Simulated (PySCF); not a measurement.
**CH2ClNSn (SMILES N#[C][SnH2][Cl]) at 6 levels**

We compute a comparison of 6 runs (HF/STO-3G, HF/3-21G, CAM-B3LYP/STO-3G, PBE0/def2-SVP, CCSD/def2-SVP, CCSD(T)/3-21G) of CH2ClNSn. 

The calculation is run with PySCF 2.14.0.

## Step 1: Starting point

CH2ClNSn has 6 atoms, charge 0, and is taken as a singlet. As SMILES, `N#[C][SnH2][Cl]`. The coordinates come from a PBE0-D4/def2-TZVP relaxation.

Bond lengths: N1–C2 1.152 Å, C2–Sn3 2.106 Å, Sn3–Cl4 2.312 Å, Sn3–H5 1.692 Å, Sn3–H6 1.692 Å. Angles: N1–C2–Sn3 178.7°, C2–Sn3–Cl4 105.2°, C2–Sn3–H5 108.3°, C2–Sn3–H6 108.3°, Cl4–Sn3–H5 108.4°, Cl4–Sn3–H6 108.4°, H5–Sn3–H6 117.5°.

## Step 2: Energy and forces at HF/STO-3G (run 1)

job.py

```python
# N#[C][SnH2][Cl]
import pyscf.grad
from pyscf import gto, scf

mol = gto.M(
    atom='''
N      3.411334    -3.063435     2.036180
C      1.974008    -1.674297     1.174087
Sn    -0.600366     0.935414    -0.375678
Cl    -3.654730    -1.496474    -2.334568
H      0.921997     2.638436    -2.611790
H     -1.972874     2.539225     2.024653
''',
    max_memory=1860,
    verbose=3,
    spin=0,
    basis='sto-3g',
    unit='bohr',
)

calc0 = scf.RHF(mol)
calc0.conv_tol = 1e-10
calc0.kernel()
if not calc0.converged:
    calc0 = calc0.newton().run(calc0.mo_coeff, calc0.mo_occ)

e_final = calc0.e_tot
print('Final energy', e_final)
grad = calc0.Gradients().kernel()
calc0.analyze()
```

Started as:

```console
$ OMP_NUM_THREADS=1 python job.py
```

The log of the run:

```text
converged SCF energy = -6510.27221426585
Final energy -6510.272214265849
--------------- RHF gradients ---------------
         x                y                z
0 N    -0.0082922144     0.0084072596    -0.0050303583
1 C     0.0218946200    -0.0229437344     0.0132285604
2 Sn    -0.0173052531    -0.0043850963    -0.0109016583
3 Cl     0.0017423085     0.0003357794     0.0010945886
4 H     0.0111360846     0.0096399810    -0.0154516305
5 H    -0.0091755456     0.0089458107     0.0170604982
----------------------------------------------
**** MO energy ****
MO #1   energy= -1030.00172111079  occ= 2
MO #2   energy= -153.631831930652  occ= 2
MO #3   energy= -145.461747992285  occ= 2
MO #4   energy= -145.461539360304  occ= 2
MO #5   energy= -145.461295447159  occ= 2
MO #6   energy= -103.625111799684  occ= 2
MO #7   energy= -29.7053659866153  occ= 2
MO #8   energy= -26.6882190650339  occ= 2
MO #9   energy= -26.6873690811134  occ= 2
MO #10  energy= -26.6865798119406  occ= 2
MO #11  energy= -18.2905605629731  occ= 2
MO #12  energy= -18.2902981877721  occ= 2
MO #13  energy= -18.2898126917298  occ= 2
MO #14  energy= -18.2886569891165  occ= 2
MO #15  energy= -18.2885519481783  occ= 2
MO #16  energy= -15.3383714137354  occ= 2
MO #17  energy= -10.993555273692   occ= 2
MO #18  energy= -10.3198941663164  occ= 2
MO #19  energy= -7.7632261407642   occ= 2
MO #20  energy= -7.75849003739445  occ= 2
MO #21  energy= -7.75843434275364  occ= 2
MO #22  energy= -4.90856704338704  occ= 2
MO #23  energy= -3.66390421854212  occ= 2
MO #24  energy= -3.65988419769269  occ= 2
MO #25  energy= -3.65776097995971  occ= 2
MO #26  energy= -1.14907610120965  occ= 2
MO #27  energy= -1.02610296930443  occ= 2
MO #28  energy= -0.990536168137476 occ= 2
MO #29  energy= -0.986211564907826 occ= 2
MO #30  energy= -0.981160960715115 occ= 2
MO #31  energy= -0.980258539597584 occ= 2
MO #32  energy= -0.952136890220629 occ= 2
MO #33  energy= -0.654489585621984 occ= 2
MO #34  energy= -0.534377743926117 occ= 2
MO #35  energy= -0.474312810223284 occ= 2
MO #36  energy= -0.442952287032807 occ= 2
MO #37  energy= -0.433756237616587 occ= 2
MO #38  energy= -0.407861687927495 occ= 2
MO #39  energy= -0.401776147754715 occ= 2
MO #40  energy= -0.384188754386068 occ= 2
MO #41  energy= -0.379778109631136 occ= 2
MO #42  energy= 0.249985834568491  occ= 0
MO #43  energy= 0.33752096765755   occ= 0
MO #44  energy= 0.349629456751402  occ= 0
MO #45  energy= 0.353126125806609  occ= 0
MO #46  energy= 0.440168346396914  occ= 0
MO #47  energy= 0.510254971589581  occ= 0
MO #48  energy= 1.24009747066412   occ= 0
 ** Mulliken atomic charges  **
charge of    0N =     -0.12404
charge of    1C =     -0.20351
charge of    2Sn =      0.93524
charge of    3Cl =     -0.35822
charge of    4H =     -0.12473
charge of    5H =     -0.12473
Dipole moment(X, Y, Z, Debye): -0.13978,  4.29495,  0.00978
```

It took 3.9 s on 1 thread of Intel Xeon at 2.70GHz, shared host; peak memory 0.12 GiB.

## Step 3: Energy and gradient at HF/3-21G (run 2)

input.py

```python
import pyscf.grad
from pyscf import gto, scf

mol = gto.M(
    atom='''
N      1.805200    -1.621100     1.077500
C      1.044600    -0.886000     0.621300
Sn    -0.317700     0.495000    -0.198800
Cl    -1.934000    -0.791900    -1.235400
H      0.487900     1.396200    -1.382100
H     -1.044000     1.343700     1.071400
''',
    max_memory=1860,
    verbose=4,
    basis='3-21g',
    spin=0,
)

myscf = scf.RHF(mol)
myscf.conv_tol = 1e-10
myscf.kernel()
if not myscf.converged:
    myscf = myscf.newton().run(myscf.mo_coeff, myscf.mo_occ)

e_final = myscf.e_tot
print('E(%s) = %.9f' % ('HF', e_final))
grad = myscf.Gradients().kernel()
myscf.analyze()
```

Started as:

```console
$ OMP_NUM_THREADS=1 python input.py
```

The log of the run:

```text
PySCF version 2.14.0

[... 76 lines left out ...]
Nuclear Repulsion Energy =             416.394506742899409
[... 8 lines left out ...]
MO #3   energy= -145.460206506232  occ= 2
[... 6 lines left out ...]
MO #10  energy= -26.9951298670672  occ= 2
[... 6 lines left out ...]
MO #17  energy= -11.2183265887205  occ= 2
[... 6 lines left out ...]
MO #24  energy= -4.01490359009427  occ= 2
[... 6 lines left out ...]
MO #31  energy= -1.25553945844893  occ= 2
[... 6 lines left out ...]
MO #38  energy= -0.487569180711438 occ= 2
[... 6 lines left out ...]
MO #45  energy= 0.153374925065783  occ= 0
[... 6 lines left out ...]
MO #52  energy= 0.752348101176048  occ= 0
[... 6 lines left out ...]
MO #59  energy= 1.18250164446236   occ= 0
[... 6 lines left out ...]
MO #66  energy= 2.97131401427539   occ= 0
[... 36 lines left out ...]
pop of  2 Sn 5py          0.62588
pop of  2 Sn 5pz          0.72644
pop of  2 Sn 6px          0.02073
pop of  2 Sn 6py          0.02030
pop of  2 Sn 6pz          0.02445
pop of  2 Sn 3dxy         1.99985
pop of  2 Sn 3dyz         1.99991
pop of  2 Sn 3dz^2        1.99996
pop of  2 Sn 3dxz         1.99991
pop of  2 Sn 3dx2-y2      1.99998
pop of  2 Sn 4dxy         1.99891
pop of  2 Sn 4dyz         1.99888
pop of  2 Sn 4dz^2        1.99958
pop of  2 Sn 4dxz         1.99898
pop of  2 Sn 4dx2-y2      1.99979
pop of  3 Cl 1s           1.99999
pop of  3 Cl 2s           1.99972
pop of  3 Cl 3s           1.88170
pop of  3 Cl 4s           0.00210
pop of  3 Cl 2px          1.99992
pop of  3 Cl 2py          1.99993
pop of  3 Cl 2pz          1.99993
pop of  3 Cl 3px          1.78198
pop of  3 Cl 3py          1.84122
pop of  3 Cl 3pz          1.88618
pop of  3 Cl 4px          0.00109
pop of  3 Cl 4py          0.00124
pop of  3 Cl 4pz          0.00150
pop of  4 H 1s            1.11006
pop of  4 H 2s            0.00117
pop of  5 H 1s            1.11006
pop of  5 H 2s            0.00117
 ** Mulliken atomic charges  **
charge of    0N =     -0.11458
charge of    1C =     -0.25061
charge of    2Sn =      0.98415
charge of    3Cl =     -0.39650
charge of    4H =     -0.11123
charge of    5H =     -0.11123
Dipole moment(X, Y, Z, Debye): -0.02291,  4.40017,  0.08475
```

Wall time 4.2 s (1 thread of Intel Xeon at 2.70GHz, shared host); peak memory 0.14 GiB.

Runs 3 to 5 aren't shown in full; the table further down has their settings and results.

## Step 4: A single-point energy at CCSD(T)/3-21G (run 6)

calc.py

```python
from pyscf import gto, scf, cc

molecule = gto.M(
    atom='''
N      3.411334    -3.063435     2.036180
C      1.974008    -1.674297     1.174087
Sn    -0.600366     0.935414    -0.375678
Cl    -3.654730    -1.496474    -2.334568
H      0.921997     2.638436    -2.611790
H     -1.972874     2.539225     2.024653
''',
    unit='bohr',
    verbose=4,
    basis='3-21g',
    max_memory=1860,
)

mf = scf.RHF(molecule)
mf.conv_tol = 1e-10
mf.kernel()
if not mf.converged:
    mf = mf.newton().run(mf.mo_coeff, mf.mo_occ)

mycc = cc.CCSD(mf, frozen=25)
mycc.kernel()
e_t = mycc.ccsd_t()
e_final = mycc.e_tot + e_t
print('Final energy', e_final)
mf.analyze()
```

Started as:

```console
$ OMP_NUM_THREADS=1 python calc.py
```

The log of the run:

```text
PySCF version 2.14.0

[... 92 lines left out ...]
Nuclear Repulsion Energy =             416.394528700231433
[... 8 lines left out ...]
MO #3   energy= -145.46020649219   occ= 2
[... 6 lines left out ...]
MO #10  energy= -26.9951298556748  occ= 2
[... 6 lines left out ...]
MO #17  energy= -11.2183266470633  occ= 2
[... 6 lines left out ...]
MO #24  energy= -4.01490358242758  occ= 2
[... 6 lines left out ...]
MO #31  energy= -1.25553935858933  occ= 2
[... 6 lines left out ...]
MO #38  energy= -0.487569145224198 occ= 2
[... 6 lines left out ...]
MO #45  energy= 0.153374954239248  occ= 0
[... 6 lines left out ...]
MO #52  energy= 0.752348125520958  occ= 0
[... 6 lines left out ...]
MO #59  energy= 1.18250154789996   occ= 0
[... 6 lines left out ...]
MO #66  energy= 2.97131376773326   occ= 0
[... 36 lines left out ...]
pop of  2 Sn 5py          0.62588
pop of  2 Sn 5pz          0.72644
pop of  2 Sn 6px          0.02073
pop of  2 Sn 6py          0.02030
pop of  2 Sn 6pz          0.02445
pop of  2 Sn 3dxy         1.99985
pop of  2 Sn 3dyz         1.99991
pop of  2 Sn 3dz^2        1.99996
pop of  2 Sn 3dxz         1.99991
pop of  2 Sn 3dx2-y2      1.99998
pop of  2 Sn 4dxy         1.99891
pop of  2 Sn 4dyz         1.99888
pop of  2 Sn 4dz^2        1.99958
pop of  2 Sn 4dxz         1.99898
pop of  2 Sn 4dx2-y2      1.99979
pop of  3 Cl 1s           1.99999
pop of  3 Cl 2s           1.99972
pop of  3 Cl 3s           1.88170
pop of  3 Cl 4s           0.00210
pop of  3 Cl 2px          1.99992
pop of  3 Cl 2py          1.99993
pop of  3 Cl 2pz          1.99993
pop of  3 Cl 3px          1.78198
pop of  3 Cl 3py          1.84122
pop of  3 Cl 3pz          1.88618
pop of  3 Cl 4px          0.00109
pop of  3 Cl 4py          0.00124
pop of  3 Cl 4pz          0.00150
pop of  4 H 1s            1.11006
pop of  4 H 2s            0.00117
pop of  5 H 1s            1.11006
pop of  5 H 2s            0.00117
 ** Mulliken atomic charges  **
charge of    0N =     -0.11458
charge of    1C =     -0.25061
charge of    2Sn =      0.98415
charge of    3Cl =     -0.39650
charge of    4H =     -0.11123
charge of    5H =     -0.11123
Dipole moment(X, Y, Z, Debye): -0.02291,  4.40016,  0.08475
```

Wall time 3.6 s (1 thread of Intel Xeon at 2.70GHz, shared host); peak memory 0.17 GiB.

## Step 5: Overview of the runs

| run | level | integration grid | core potential | energy (Eh) | dipole moment (D) of the reference | HOMO energy (eV) | LUMO energy (eV) | wall time |
| --- | --- | --- | --- | --- | --- | --- | --- | --- |
| 1 | HF/STO-3G | – | – | -6510.272214 | 4.30 | -10.33 | 6.80 | 3.9 s |
| 2 | HF/3-21G | – | – | -6546.570871 | 4.40 | -12.51 | 1.47 | 4.2 s |
| 3 | CAM-B3LYP/STO-3G | 5 | – | -6513.560239 | 4.03 | -8.22 | 3.57 | 22 s |
| 4 | PBE0/def2-SVP (core potential) | 5 | def2-svp | -768.082596 | 3.87 | -9.13 | -1.46 | 29 s |
| 5 | CCSD/def2-SVP (core potential) | – | def2-svp | -766.675865 | 4.18 | -12.41 | 1.76 | 12 s |
| 6 | CCSD(T)/3-21G | – | – | -6546.895604 | 4.40 | -12.51 | 1.47 | 3.6 s |

## Step 6: Summary of results

| quantity | value |
| --- | --- |
| run 6: total energy | -6546.89560 Eh |
| run 6: dipole moment (Hartree–Fock density) | 4.40 D |
| run 6: HOMO energy (Hartree–Fock orbitals) | -12.51 eV |
| run 6: LUMO energy (Hartree–Fock orbitals) | 1.47 eV |
| run 6: HOMO–LUMO gap (Hartree–Fock orbitals) | 13.98 eV |
| run 6: correlation energy (25 core orbitals frozen) | -324.7 mEh |
| run 6: (T) correction | -10.15 mEh |
| run 6: T1 diagnostic | 0.010 |

In words: Over runs 1, 2, 3, 4 the dipole moment (its size) runs from 3.87 D (PBE0/def2-SVP) to 4.40 D (HF/3-21G). The two ends differ in method and basis and core potential. Over runs 1, 2, 3, 4 the HOMO–LUMO gap runs from 7.67 eV (PBE0/def2-SVP) to 17.14 eV (HF/STO-3G). Totals of different functionals can't be ranked against each other. Some runs of one species differ in core potentials or relativity; totals across that change don't compare. In runs 1, 3 the basis is minimal, so the values are rough. In runs 1, 2, 3, 6 relativity is left out where basis or elements ask for it. All runs together took 74 s, the longest 29 s.
